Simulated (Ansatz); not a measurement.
# Si2W: the cost of one run

Computed with Ansatz 0.2.0 (DFT r2SCAN, scalar-relativistic, plane waves, PAW, unless a step's input says otherwise).

## (1) The structure to begin with

It takes space group I4/mmm (No. 139, tetragonal). Conventional cell: a = 3.214 Å, b = 3.214 Å, c = 7.830 Å, α = 90.00°, β = 90.00°, γ = 90.00°. Si (site symmetry 4mm) has 5 Si at 2.59 to 2.63 Å and 5 W at 2.62 Å as nearest neighbours. W (site symmetry 4/mmm) is surrounded by 10 Si at 2.62 Å.

Structure file:

```
CELL_PARAMETERS angstrom
-1.60690 1.60690 3.91495
1.60690 -1.60690 3.91495
1.60690 1.60690 -3.91495
ATOMIC_POSITIONS crystal
Si 0.33470 0.33470 0.00000
Si 0.66530 0.66530 0.00000
W 0.00000 0.00000 0.00000
```

The structure rests on an entry of the Crystallography Open Database; cell or positions may have been set otherwise for this series.

## (2) Relaxing cell and atoms: Si2W, no spin

input.yaml

```yaml
crystal:
  lattice:
    - [-1.6069, 1.6069, 3.91495]
    - [1.6069, -1.6069, 3.91495]
    - [1.6069, 1.6069, -3.91495]
  atoms:
    - { symbol: Si, position: [0.3347, 0.3347, 0.0] }
    - { symbol: Si, position: [0.6653, 0.6653, 0.0] }
    - { symbol: W, position: [0.0, 0.0, 0.0] }
scf:
  occupations: { method: methfessel_paxton, width: 0.1 }
output:
  forces: true
  stress: true
  eigenvalues: true
  write_density: true
  write_potential: true
  elf: true
  volumetric_format: npy
kpoints:
  mp_grid: { grid: [20, 20, 20] }
hamiltonian:
  xc: r2scan
relax:
  f_tol: 0.01
  adjacent_minimum: "off"
  cell: { stress_tol: 0.05 }
```

On the command line:

```bash
$ ansatz run input.yaml --threads 8 --pin off --max-ram 26624MiB --backend cpu --events-out ev --progress --plain --runs-dir out
```

**Question.** How long does this run take on 8 threads of Intel Xeon 6975P-C (Granite Rapids), shared host, and how much memory does it need?

About 15 s, with a peak of 1.1 GiB.
